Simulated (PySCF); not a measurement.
# YO: bond curves at several levels of theory

What are the lowest state that PBE0 finds, the bond length, vibrational wavenumber and bond energy of YO, and how much do these hang on the method?

Method: Y def2-SVP with ECP28, O def2-SVP, scalar-relativistic core potentials; program: PySCF 2.14.0.

## Step 1: Set-up

A driver script around PySCF takes these settings:

* atoms: Y, O
* charge: 0
* basis: Y def2-SVP with ECP28, O def2-SVP
* Hamiltonian: scalar-relativistic core potentials
* basis functions: 45
* electrons treated: 19
* masses in u: 88.9058, 15.9949
* levels: PBE0, PBE, r²SCAN, M06, TPSSh, M06-2X, ωB97X, HF, MP2, SCS-MP2, CCSD, CCSD(T)
* grid: 80 radial by 434 angular points
* occupations: held fixed by the projection of orbital angular momentum
* dissociation limit: Y + O, each in its ground configuration
* starting distance in angstrom: 2.065
* values of 2S to try: 1, 3, 5

Run with:

```
OMP_NUM_THREADS=1 python dia.py task.json out
```

After this run come: First curve: PBE0; Higher solutions at PBE0; PBE; r²SCAN (meta-GGA); M06; TPSSh (hybrid meta-GGA); M06-2X; ωB97X (range-separated hybrid); UHF (mean field); Correlated methods on the Hartree–Fock reference.

Q: Predict the outcome of this session. Wanted: for each run, Re; ωe; De; μ.

The runs gave:

Lowest PBE0 solution found, without spin–orbit coupling: ²Σ⁺ (doublet), unpaired electrons σ ↑. State 2 has its PBE0 minimum 1.61 eV higher. State 3 has its PBE0 minimum 2.56 eV higher. The other levels ran on the lowest alone.

| level | Re (Å) | ωe (cm⁻¹) | De (eV) | μ (D) |
| --- | --- | --- | --- | --- |
| UHF | 1.789 | 933 | 3.82 | -5.01 |
| UHF-MP2 | 1.815 | 872 | 7.55 | n/a |
| UHF-SCS-MP2 | 1.814 | 877 | 7.15 | n/a |
| UHF-CCSD | 1.804 | 902 | 6.46 | n/a |
| PBE | 1.810 | 865 | 7.89 | -4.39 |
| r²SCAN | 1.804 | 888 | 7.42 | -4.50 |
| TPSSh | 1.808 | 880 | 7.18 | -4.54 |
| PBE0 | 1.791 | 904 | 7.14 | -4.60 |
| M06 | 1.783 | 902 | 6.97 | -4.81 |
| M06-2X | 1.786 | 918 | 6.73 | -4.65 |
| ωB97X | 1.787 | 910 | 6.84 | -4.61 |

De is counted to Y + O in their ground configurations. A positive dipole means Y(−)O(+). No constants: UHF-CCSD(T) (the points don't follow one smooth fit).

In words: The methods spread over 0.032 Å in bond length, from M06 to UHF-MP2. Among the levels with a De in the table, it runs from 3.82 eV (UHF) to 7.89 eV (PBE).

Correlated steps freeze 1 core orbital. The state is the lowest single determinant that the PBE0 search found; with open d or f shells the true ground state can be another one. T1 is 0.031 near the minimum (highest on the curve 0.061), which may point to more than one leading configuration. Spin–orbit coupling is left out.
